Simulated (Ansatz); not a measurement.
Cs3Pt:

```
CELL_PARAMETERS angstrom
5.77765 0.00000 0.00000
0.00000 5.77765 0.00000
0.00000 0.00000 5.77765
ATOMIC_POSITIONS crystal
Pt 0.50000 0.50000 0.50000
Cs 0.50000 0.00000 0.00000
Cs 0.00000 0.50000 0.00000
Cs 0.00000 0.00000 0.50000
```

The cell comes from a database or a generator and needn't be the stable form of this composition.

Base run:

```yaml
Program: Ansatz 0.2.0
Functional: PBEsol
Potentials_or_basis: Ansatz PAW
Cutoff: 420 eV
Density_cutoff: 1680 eV
k_mesh: 5 × 5 × 5
Occupations: gaussian, width 0.05 eV
Spin: no spin polarisation
```

Its results: band gap on the k mesh none (metal or under the smearing width); pressure -1.3 GPa.

Question: The run is repeated on the same cell with these changes: functional from PBEsol to PBE. What comes out?

Answer: Band gap on the k mesh none (metal or under the smearing width); pressure -0.2 GPa.

PBE binds less tightly than PBEsol, so the same cell stands under more pressure.

Caveats: the PAW data sets come from PBE, with cores solved anew for the run's functional, which leaves a small shift of forces and pressure (some runs).

Not every run made on this cell is shown here.
